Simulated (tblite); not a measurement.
# C7H10O2Si: the cost of one run

The runs use tblite 0.8.0 and PySCF 2.14.0, with density-fitted response routines of our own; the level of theory stands in each step. All values are computed, except where a source is named. Atoms are numbered from 0 throughout.

**1. Starting geometry**

20 atoms, charge 0, multiplicity 1; geometry from: force field or distance geometry start.

Bonds of the start (Å): C0–C1 1.23, C1–C2 1.46, C2–C3 1.52, C3–Si4 1.88, Si4–C5 1.82, C5–C6 1.31, C6–C7 1.46, C7–O8 1.25, C7–O9 1.38, C0–H10 1.05, C2–H11 1.12, C2–H12 1.09, C3–H13 1.11, C3–H14 1.12, Si4–H15 1.48, Si4–H16 1.47, C5–H17 1.10, C6–H18 1.10, O9–H19 1.00.

**2. Geometry optimisation with GFN2-xTB**

What the job is given:

```
{"job": {"kind": "relax", "xc": "GFN2-xTB", "basis": "xTB"}, "charge": 0, "multiplicity": 1}
C      4.754100    -0.776500    -0.339600
C      3.624200    -0.363200    -0.617500
C      2.276900     0.118200    -0.907800
C      1.471600    -0.014400     0.369400
Si    -0.262700     0.605100    -0.018100
C     -1.320300    -0.869500    -0.136300
C     -2.629000    -0.781900    -0.083400
C     -3.333300     0.484300     0.073500
O     -2.760700     1.591000     0.159800
O     -4.713300     0.446400     0.118100
H      5.712300    -1.124900    -0.096200
H      2.286500     1.211500    -1.127700
H      1.790200    -0.451400    -1.699700
H      1.388000    -1.070700     0.706100
H      1.912500     0.574700     1.209500
H     -0.615100     1.527800     1.079500
H     -0.230600     1.261100    -1.336200
H     -0.846200    -1.860700    -0.246900
H     -3.189600    -1.725900    -0.146800
H     -5.320900     1.229700     0.218000
```

Run with:

```console
OMP_NUM_THREADS=1 python probes_run.py task.json out
```

The driver reads the jobs from task.json and runs them one after another.

**Question.** How long does this first job take on 1 thread of Arm Neoverse N1, shared host, and how much memory does it need?

About 2.3 s, with a peak of 0.18 GiB.
